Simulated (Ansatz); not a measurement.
# CH3NTeZn: the cost of one run

All numbers below are computed with Ansatz 0.2.0 (RKS CAM-B3LYP/def2-SVP).

## 1. The structure to begin with

Bond lengths: C1–N2 1.434 Å, N2–Zn3 1.901 Å, C1–Te4 2.180 Å, Zn3–Te4 2.508 Å, C1–H5 1.096 Å, C1–H6 1.094 Å, N2–H7 1.017 Å. Angles: C1–N2–Zn3 95.0°, C1–N2–H7 110.1°, Zn3–N2–H7 143.2°, N2–C1–Te4 107.8°, N2–C1–H5 115.2°, N2–C1–H6 110.4°, Te4–C1–H5 107.2°, Te4–C1–H6 109.0°, H5–C1–H6 107.2°, N2–Zn3–Te4 82.9°, C1–Te4–Zn3 63.4°.

Structure file:

```xyz
7

C    -0.4047    0.3562   -0.1075
N     0.9287    0.1109    0.3599
Zn    0.8008   -1.7822    0.2393
Te   -0.9270   -1.2416   -1.4958
H    -1.1758    0.3727    0.6713
H    -0.4541    1.3148   -0.6321
H     1.2321    0.8693    0.9651
```

## 2. End point A

input.yaml

```yaml
crystal:
  periodic: [false, false, false]
  atoms:
    - { symbol: C, position_ang: [-0.40467, 0.35618, -0.10751] }
    - { symbol: "N", position_ang: [0.92869, 0.11089, 0.35985] }
    - { symbol: Zn, position_ang: [0.80077, -1.78221, 0.23926] }
    - { symbol: Te, position_ang: [-0.927, -1.24157, -1.49585] }
    - { symbol: H, position_ang: [-1.1758, 0.37267, 0.6713] }
    - { symbol: H, position_ang: [-0.45409, 1.31475, -0.63211] }
    - { symbol: H, position_ang: [1.23209, 0.86928, 0.96506] }
basis:
  gaussian: { orbitals: def2-SVP }
hamiltonian:
  xc: cam_b3lyp
relax:
  f_tol: 0.02
  max_steps: 50
```

Command:

```bash
$ ansatz run input.yaml --threads 2 --pin off --max-ram 3072MiB --backend cpu --events-out ev --progress --plain --runs-dir out
```

What time and memory should one allow on 2 threads of Intel Xeon Platinum 8488C (Sapphire Rapids), shared host?

About 91 s, with a peak of 0.32 GiB.
